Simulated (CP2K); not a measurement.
Runs of CP2K 2026.2 on AlIn. It takes space group P6/mmm (No. 191, hexagonal). The conventional cell has a = 3.054 Å, b = 3.054 Å, c = 5.828 Å, α = 90.00°, β = 90.00°, γ = 120.00°. Al (site symmetry 6/mmm) is surrounded by 2 In at 2.91 Å and 6 Al at 3.05 Å. In (site symmetry 6/mmm) has 2 Al at 2.91 Å and 6 In at 3.05 Å as nearest neighbours. The cell was built by a generator and needn't be a form met in nature.

```tsv
level	cutoff of the non-local correlation (Ry)	gap on the mesh (eV)	pressure (GPa)
PBEsol	-	none	(b)
LDA	-	none	-2.5
PW91	-	none	0.3
BLYP	-	none	4.0
TPSS	-	none	(a)
BEEF-vdW	300	none	1.0
```

Alike in all rows: task single point; potentials or basis POTENTIAL_UZH Al GTH-PBE-q3, In GTH-PBE-q13; TZVP-MOLOPT-PBE-GTH basis; no spin polarisation; cell as given; k mesh 10 × 10 × 5; smearing fermi-dirac 0.05 eV.

Task: Estimate the missing entries.

Result: (a) -1.5; (b) -1.8.

Caveats: the potentials were made for another functional, which shifts forces and pressure; the basis of atomic orbitals isn't converged, which shifts pressures, moduli and gaps.

A k mesh can miss the band edges, and the runs leave out spin-orbit coupling on In.

A gap of «none» marks a metal or a gap under the smearing width.

Runs at the PBE level aren't shown here.
